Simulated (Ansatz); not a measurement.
# C6H13NO: the cost of one run

Program: Ansatz 0.2.0, Gaussian basis. Level of theory: one geometry, several basis sets. These are calculated values, not measurements.

Levels to be run: PBE0-D4/def2-SVP; ωB97M-V/def2-SVP; PBE0-D4/def2-QZVPP; ωB97M-V/def2-QZVPP; the functionals' def2-TZVPP values are taken from earlier runs.

## (1) Structure used throughout

An earlier PBE0-D4 in a triple-zeta def2 set relaxation fixed the geometry.

SMILES `CCCC(=O)N(C)C`, 21 atoms, charge 0, spin multiplicity 1.

Atoms are counted from 1 here; the program's logs count them from 0.

Bond lengths: C1–C2 1.518 Å, C1–H9 1.094 Å, C1–H10 1.092 Å, C1–H11 1.094 Å, C2–C3 1.517 Å, C2–H12 1.093 Å, C2–H13 1.093 Å, C3–C4 1.518 Å, C3–H14 1.096 Å, C3–H15 1.096 Å, C4–O5 1.218 Å, C4–N6 1.364 Å, N6–C7 1.441 Å, N6–C8 1.438 Å, C7–H16 1.096 Å, C7–H17 1.087 Å, C7–H18 1.095 Å, C8–H19 1.097 Å and more. Angles: C2–C1–H9 111.4°, C2–C1–H10 111.2°, C2–C1–H11 111.4°, H9–C1–H10 107.6°, H9–C1–H11 107.4°, H10–C1–H11 107.6°, C1–C2–C3 112.1°, C1–C2–H12 110.5°, C1–C2–H13 110.5°, C3–C2–H12 109.1°, C3–C2–H13 109.1°, H12–C2–H13 105.5°, C2–C3–C4 112.4°, C2–C3–H14 109.9°, C2–C3–H15 109.9°, C4–C3–H14 109.3°, C4–C3–H15 109.3°, H14–C3–H15 105.9° and more.

## (2) PBE0-D4 in def2-SVP

in.yaml reads:

```yaml
crystal:
  periodic: [false, false, false]
  atoms:
    - {symbol: C, position_ang: [1.611275, 0.114458, -2.874863]}
    - {symbol: C, position_ang: [0.567458, -0.556943, -2.000241]}
    - {symbol: C, position_ang: [0.431723, 0.123230, -0.651602]}
    - {symbol: C, position_ang: [-0.609373, -0.542770, 0.229612]}
    - {symbol: O, position_ang: [-1.236738, -1.510086, -0.163011]}
    - {symbol: N, position_ang: [-0.811363, -0.013349, 1.470318]}
    - {symbol: C, position_ang: [-1.778443, -0.622949, 2.348010]}
    - {symbol: C, position_ang: [-0.101830, 1.110018, 2.019358]}
    - {symbol: H, position_ang: [1.358578, 1.161646, -3.066557]}
    - {symbol: H, position_ang: [1.698114, -0.385722, -3.841785]}
    - {symbol: H, position_ang: [2.598833, 0.096400, -2.404108]}
    - {symbol: H, position_ang: [-0.404873, -0.558399, -2.498497]}
    - {symbol: H, position_ang: [0.818282, -1.609034, -1.845418]}
    - {symbol: H, position_ang: [1.398486, 0.122808, -0.134452]}
    - {symbol: H, position_ang: [0.166808, 1.178018, -0.791311]}
    - {symbol: H, position_ang: [-1.294514, -0.993364, 3.258528]}
    - {symbol: H, position_ang: [-2.247278, -1.453081, 1.825787]}
    - {symbol: H, position_ang: [-2.543896, 0.104048, 2.639707]}
    - {symbol: H, position_ang: [0.484448, 0.811235, 2.896729]}
    - {symbol: H, position_ang: [0.575076, 1.547411, 1.291857]}
    - {symbol: H, position_ang: [-0.805469, 1.887022, 2.338938]}
basis:
  gaussian: {orbitals: def2-SVP}
hamiltonian: {xc: pbe0, dispersion: d4}
output: {orbitals: {seedname: orbitals}}
```

Launch:

```console
ansatz run in.yaml --threads 2 --pin off --events-out ev --progress --plain --max-ram 22528MiB --backend cpu
```

What time and memory should one allow on 2 threads of AMD EPYC 7R13, shared host?

About 4.1 s, with a peak of 0.62 GiB.
